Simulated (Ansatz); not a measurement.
**CH₈AlBSi: one species, many methods**

How much do the methods differ for CH₈AlBSi? The plan is to run it at one geometry with functionals of several rungs and with coupled cluster. The yardstick is the atomisation energy at the CCSD(T) limit.

Program: Ansatz 0.2.0, Gaussian basis. Level of theory: functionals in def2-TZVPP, the program's frozen cores in correlated methods. These are calculated values, not measurements.

Levels to be run: LDA (SPW92), PBE-D4, revPBE-D4, BLYP-D4, r2SCAN-D4, B97M-V, PBE0-D4, B3LYP-D4, r2SCANh-D4, r2SCAN0-D4, HSE06-D4, BHLYP-D4, CAM-B3LYP-D4, LC-ωPBE, ωB97X-V, ωB97M-V, B2PLYP, PBE-QIDH; CCSD(T)/def2-SVP; CCSD(T)/def2-TZVPP; MP2/def2-QZVPP; extrapolation to the limit; RPA on PBE.

## (1) The geometry

The geometry comes from an earlier relaxation with PBE0-D4 in a triple-zeta def2 set; it is a stationary point, not always the lowest conformer.

SMILES `CB[SiH2][AlH2]`, 12 atoms, charge 0, spin multiplicity 1.

Atoms are counted from 1 here; the program's logs count them from 0.

Bond lengths: C1–B2 1.555 Å, C1–H5 1.094 Å, C1–H6 1.091 Å, C1–H7 1.103 Å, B2–Si3 1.992 Å, B2–H8 1.202 Å, Si3–Al4 2.463 Å, Si3–H9 1.494 Å, Si3–H10 1.491 Å, Al4–H11 1.589 Å, Al4–H12 1.590 Å. Angles: B2–C1–H5 113.2°, B2–C1–H6 116.2°, B2–C1–H7 104.8°, H5–C1–H6 109.8°, H5–C1–H7 104.8°, H6–C1–H7 106.9°, C1–B2–Si3 123.5°, C1–B2–H8 118.5°, Si3–B2–H8 118.0°, B2–Si3–Al4 101.8°, B2–Si3–H9 113.6°, B2–Si3–H10 115.0°, Al4–Si3–H9 107.4°, Al4–Si3–H10 109.3°, H9–Si3–H10 109.3°, Si3–Al4–H11 121.4°, Si3–Al4–H12 119.7°, H11–Al4–H12 118.8°.

## (2) LDA

This LDA is Slater exchange with PW92 correlation.

Input file in.yaml:

```yaml
crystal:
  periodic: [false, false, false]
  atoms:
    - {symbol: C, position_ang: [-1.089758, 1.681272, 0.152336]}
    - {symbol: B, position_ang: [-0.058585, 0.751973, 0.853778]}
    - {symbol: Si, position_ang: [1.343284, -0.270416, -0.124540]}
    - {symbol: Al, position_ang: [0.176825, -2.383645, -0.613859]}
    - {symbol: H, position_ang: [-2.101576, 1.587799, 0.558727]}
    - {symbol: H, position_ang: [-1.122007, 1.630421, -0.937117]}
    - {symbol: H, position_ang: [-0.772780, 2.703919, 0.415976]}
    - {symbol: H, position_ang: [-0.144751, 0.594310, 2.041786]}
    - {symbol: H, position_ang: [1.725520, 0.341370, -1.432883]}
    - {symbol: H, position_ang: [2.576494, -0.559678, 0.661801]}
    - {symbol: H, position_ang: [0.400870, -3.679298, 0.278356]}
    - {symbol: H, position_ang: [-0.856537, -2.453028, -1.820358]}
basis:
  gaussian: {orbitals: def2-TZVPP}
hamiltonian: {xc: lda}
output: {orbitals: {seedname: orbitals}}
```

After this run come: PBE-D4 (GGA); revPBE-D4 (GGA); BLYP-D4 (GGA); r2SCAN-D4 (meta-GGA); B97M-V (meta-GGA); PBE0-D4 (hybrid); B3LYP-D4 (hybrid); r2SCANh-D4 (hybrid); r2SCAN0-D4 (hybrid); HSE06-D4 (hybrid); BHLYP-D4 (hybrid); CAM-B3LYP-D4 (range-separated); LC-ωPBE (range-separated); ωB97X-V (range-separated); ωB97M-V (range-separated); B2PLYP (double hybrid); PBE-QIDH (double hybrid); CCSD(T) in def2-SVP; CCSD(T) in def2-TZVPP; MP2 in def2-QZVPP; RPA on PBE orbitals.

Before running them: what should the planned runs give, taken together? Wanted: atomisation energy, CCSD(T)/CBS; farthest beyond LDA; mean size of error, GGA; mean size of error, meta-GGA; mean size of error, hybrid; mean size of error, range-separated; mean size of error, double hybrid; gap, smallest and largest; T1 diagnostic.

The runs gave:

| quantity | value |
| --- | --- |
| atomisation energy, CCSD(T)/CBS | 38.991 eV |
| functionals within 0.195 eV (0.5 %) | PBE-D4, PBE0-D4, B3LYP-D4, r2SCANh-D4, r2SCAN0-D4, HSE06-D4, LC-ωPBE, ωB97M-V, PBE-QIDH |
| farthest beyond LDA | B97M-V (+0.682 eV) |
| mean size of error, GGA | 0.297 eV |
| mean size of error, meta-GGA | 0.490 eV |
| mean size of error, hybrid | 0.116 eV |
| mean size of error, range-separated | 0.202 eV |
| mean size of error, double hybrid | 0.295 eV |
| gap, smallest and largest | 2.79 eV (LDA (SPW92)), 9.23 eV (LC-ωPBE) |
| T1 diagnostic | 0.0142 |
| triples share of the correlation energy | 3.5 % |

In words: The LDA atomisation energy is off by 4.302 eV (11 %): it overbinds. PBE-D4 misses by +0.128 eV. Double hybrids carry the basis error of their MP2 part in triple zeta, and no dispersion term here, so their miss is partly the set-up's. Taken by rung, hybrid functionals do best (0.116 eV on average) and meta-GGA ones worst beyond LDA (0.490 eV). The gap between the best rungs is small, so their order is not settled. Misses under about 0.195 eV are within the doubt on the reference itself, which lacks core-valence correlation, relativity and higher excitations. Hartree-Fock recovers 78 % of the binding; the rest is correlation. CCSD(T) in def2-SVP is off by -1.843 eV, worse than the median functional, from the basis alone. Orbital gaps span 2.8 to 9.2 eV; exact exchange widens them.
